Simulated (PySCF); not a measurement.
# C7H5NO (3-cyanophenol): the cost of one run

Programs: PySCF 2.14.0, with routines of our own; each step states its level. All values are computed. Atoms count from 0.

## Step 1: The starting structure

14 atoms, charge 0, multiplicity 1; geometry from: GFN2-xTB.

## Step 2: Relaxing the molecule at PBE0-D3(BJ)/def2-SVP

The job: settings as JSON, then the geometry in Å.

```
{"job": {"xc": "PBE0", "basis": "def2-SVP", "d3": "d3bj", "grid": 2, "kind": "geom"}, "charge": 0, "multiplicity": 1}
N      3.306881    -1.660639    -0.356119
C      2.323540    -1.083682    -0.236759
C      1.111044    -0.371179    -0.087517
C      1.138622     0.996294     0.178883
C     -0.056163     1.678703     0.323491
C     -1.264289     1.018285     0.207739
C     -1.292780    -0.350795    -0.057092
O     -2.501675    -0.954964    -0.157919
C     -0.102256    -1.047650    -0.206663
H      2.086087     1.505020     0.269650
H     -0.045114     2.737861     0.529707
H     -2.201599     1.539594     0.318611
H     -2.393511    -1.897604    -0.333965
H     -0.109464    -2.109716    -0.414212
```

The run is started by

```bash
$ OMP_NUM_THREADS=1 python excited_run.py task.json out
```

The driver reads the jobs from task.json and runs them one after another.

Q: Estimate the wall time and peak memory of this first job on 1 thread of AMD EPYC 9R45, shared host.

About 25 s, with a peak of 0.74 GiB.
